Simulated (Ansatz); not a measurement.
# ZrH (quartet): the correlation ladder at distance Zr1–H2 = 2.272 Å, def2-TZVP

How much of the correlation energy of ZrH (quartet) does each wave-function method recover here?

Method: def2-TZVP, core rule «outside noble gas», up to 4 orbitals frozen; program: Ansatz 0.2.0, Gaussian basis.

The runs, in order: UHF; CCSD(T) on ROHF; CCSD(T) on UHF; CISD as a restricted active space (open shells left free, so some higher excitations enter); CCSDT(Q) on ROHF; CCSDT(Q) on UHF; CASSCF and MRCISD+Q, 5 electrons in 5 orbitals; CASSCF and NEVPT2, 5 electrons in 5 orbitals; Full CI.

38 further runs of the same task are left out: 21 for a known fault of the program, 9 that didn't finish, 8 set aside as unsound or not needed. Runs told in other sessions of the task aren't counted.

### Step 1. The system

The geometry derives from a PBE0/def2-TZVP stationary point (not a proven minimum). One bond is set to the value named and the two fragments are kept rigid. No spin-orbit coupling is included. Elements past krypton take def2 core potentials.

2 atoms, charge 0, spin multiplicity 4.

Atoms are counted from 1 here; the program's logs count them from 0.

Bond lengths: Zr1–H2 2.272 Å.

### Step 2. UHF

in.yaml

```yaml
crystal:
  periodic: [false, false, false]
  atoms:
    - {symbol: Zr, position_ang: [0.000000, 0.000000, 0.000000]}
    - {symbol: H, position_ang: [0.000000, 0.000000, 2.272000]}
basis:
  gaussian: {orbitals: def2-TZVP}
magnetization: {spin_polarized: true, initial_magnetization: 3}
hamiltonian: {xc: hf}
output: {orbitals: {seedname: orbitals}}
```

The run is started by

```console
$ ansatz run in.yaml --threads 1 --pin off --events-out ev --progress --plain --max-ram 2393MiB
```

After this run come: CCSD(T) on ROHF; CCSD(T) on UHF; CISD as a restricted active space (open shells left free, so some higher excitations enter); CCSDT(Q) on ROHF; CCSDT(Q) on UHF; CASSCF and MRCISD+Q, 5 electrons in 5 orbitals; CASSCF and NEVPT2, 5 electrons in 5 orbitals; Full CI.

**Question.** What will the summary of the whole plan be? Wanted: FCI from the RHF energy; RMP2 from FCI; UMP2 from FCI; RCCSD from FCI; RCCSD(T) from FCI; UCCSD(T) from FCI; RCCSDT(Q) from FCI; UCCSDT(Q) from FCI; NEVPT2 pair from FCI.

The runs gave:

| quantity | value |
| --- | --- |
| FCI from the ROHF energy | -1.5224 eV |
| RMP2 from FCI | +438.5 meV |
| UMP2 from FCI | +342.3 meV |
| RCCSD from FCI | +45.8 meV |
| RCCSD(T) from FCI | +6.7 meV |
| UCCSD(T) from FCI | -81.6 meV |
| RCCSDT(Q) from FCI | -18.8 meV |
| UCCSDT(Q) from FCI | -102.1 meV |
| NEVPT2 pair from FCI | +397.4 meV |
| MRCISD+Q pair from FCI | -0.8 meV |
| levels within 1 kcal/mol (43 meV) | RCCSD(T), RCCSDT, RCCSDT(Q), MRCISD pair, MRCISD+Q pair |
| T1 diagnostic | 0.047 |
| effectively unpaired electrons | 3.14 |

In words: RCCSD(T) misses by +6.7 meV, 0.4 % of the correlation energy. CCSD(T) misses by +6.7 meV on the restricted determinant and by -81.6 meV on the unrestricted one; the two need not hold the same state or core. UCCSD, UCCSD(T), RCCSDT, UCCSDT, RCCSDT(Q), UCCSDT(Q) fall below full CI: unrestricted runs freeze a spin-polarised core, another one than full CI's, and coupled cluster isn't variational. The occupations are near whole numbers, but T1 = 0.047 shows that the orbitals relax strongly. Of the multireference levels listed MRCISD+Q pair comes nearest in total energy (-0.8 meV), which doesn't show that its space is the better one. These misses are within one basis, not against nature; the frozen cores of restricted and unrestricted runs differ, which can shift their rows.

Levels on UHF freeze UHF's core orbitals, full CI those of ROHF, so the U rows can settle a little off it for that reason alone.

With open shells the CI space here admits some higher excitations, so it is larger than plain CISD.
